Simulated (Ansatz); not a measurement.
# C₃H₅F₃Si: small, medium and large basis sets

An exercise on one series of results from a longer session: the logs are not shown, and one member is left open.

Program: Ansatz 0.2.0, Gaussian basis. Level of theory: one geometry, several basis sets. These are calculated values, not measurements.

Plan: PBE0-D4/def2-SVP; ωB97M-V/def2-SVP; PBE0-D4/def2-QZVPP; ωB97M-V/def2-QZVPP; the functionals' def2-TZVPP values are taken from earlier runs.

## Structure used throughout

All runs share one geometry, relaxed beforehand with PBE0-D4 in a triple-zeta def2 set.

12 atoms, charge 0, spin multiplicity 1.

Atoms are counted from 1 here; the program's logs count them from 0.

Bond lengths: C1–C2 1.325 Å, C1–H8 1.085 Å, C1–H9 1.083 Å, C2–C3 1.496 Å, C2–H10 1.087 Å, C3–Si4 1.842 Å, C3–H11 1.095 Å, C3–H12 1.096 Å, Si4–F5 1.579 Å, Si4–F6 1.577 Å, Si4–F7 1.579 Å. Angles: C2–C1–H8 121.7°, C2–C1–H9 121.2°, H8–C1–H9 117.1°, C1–C2–C3 124.8°, C1–C2–H10 119.2°, C3–C2–H10 116.0°, C2–C3–Si4 112.1°, C2–C3–H11 111.1°, C2–C3–H12 111.1°, Si4–C3–H11 107.8°, Si4–C3–H12 107.3°, H11–C3–H12 107.2°, C3–Si4–F5 111.4°, C3–Si4–F6 111.9°, C3–Si4–F7 111.4°, F5–Si4–F6 107.2°, F5–Si4–F7 107.3°, F6–Si4–F7 107.4°.

As a file:

```tsv
atom	x (Å)	y (Å)	z (Å)
C1	0.3501	-0.9051	1.8233
C2	0.7922	-0.4364	0.6653
C3	0.0472	-0.5159	-0.6292
Si4	-0.6173	1.1215	-1.1491
F5	-1.2604	1.0504	-2.5894
F6	-1.7342	1.6417	-0.1654
F7	0.5186	2.2167	-1.1953
H8	-0.6064	-1.4116	1.9057
H9	0.9315	-0.7983	2.7309
H10	1.7543	0.0690	0.6304
H11	-0.7948	-1.2116	-0.5573
H12	0.6962	-0.8756	-1.4359
```

Set-up of the first run:

in.yaml reads:

```yaml
crystal:
  periodic: [false, false, false]
  atoms:
    - {symbol: C, position_ang: [0.350061, -0.905058, 1.823322]}
    - {symbol: C, position_ang: [0.792194, -0.436401, 0.665297]}
    - {symbol: C, position_ang: [0.047165, -0.515876, -0.629177]}
    - {symbol: Si, position_ang: [-0.617289, 1.121454, -1.149083]}
    - {symbol: F, position_ang: [-1.260363, 1.050442, -2.589357]}
    - {symbol: F, position_ang: [-1.734198, 1.641738, -0.165388]}
    - {symbol: F, position_ang: [0.518610, 2.216673, -1.195313]}
    - {symbol: H, position_ang: [-0.606431, -1.411552, 1.905682]}
    - {symbol: H, position_ang: [0.931500, -0.798328, 2.730866]}
    - {symbol: H, position_ang: [1.754343, 0.068972, 0.630390]}
    - {symbol: H, position_ang: [-0.794816, -1.211558, -0.557282]}
    - {symbol: H, position_ang: [0.696223, -0.875604, -1.435858]}
basis:
  gaussian: {orbitals: def2-SVP}
hamiltonian: {xc: pbe0, dispersion: d4}
output: {orbitals: {seedname: orbitals}}
```

Started as:

```sh
$ ansatz run in.yaml --threads 4 --pin off --events-out ev --progress --plain --max-ram 11315MiB
```

Among the steps run: PBE0-D4 in def2-SVP; ωB97M-V in def2-SVP; PBE0-D4 in def2-QZVPP; ωB97M-V in def2-QZVPP.

One of the session's tables, all rows but one given; the rest of the session is left out.

It belongs to the step «Functionals by basis». 

```
functional       basis  HOMO (eV)  LUMO (eV)
   PBE0-D4    def2-SVP      -7.70       0.01
   PBE0-D4  def2-TZVPP      -7.74      -0.20
   PBE0-D4  def2-QZVPP          ?          ?
   ωB97M-V    def2-SVP      -9.92       2.22
   ωB97M-V  def2-TZVPP      -9.97       1.90
   ωB97M-V  def2-QZVPP      -9.98       1.66
```

**Question.** Estimate the row for PBE0-D4, def2-QZVPP.

**Answer.** HOMO (eV): -7.76; LUMO (eV): -0.27. In the column «HOMO (eV)» it lies between ωB97M-V, def2-SVP (-9.92) and PBE0-D4, def2-TZVPP (-7.74).
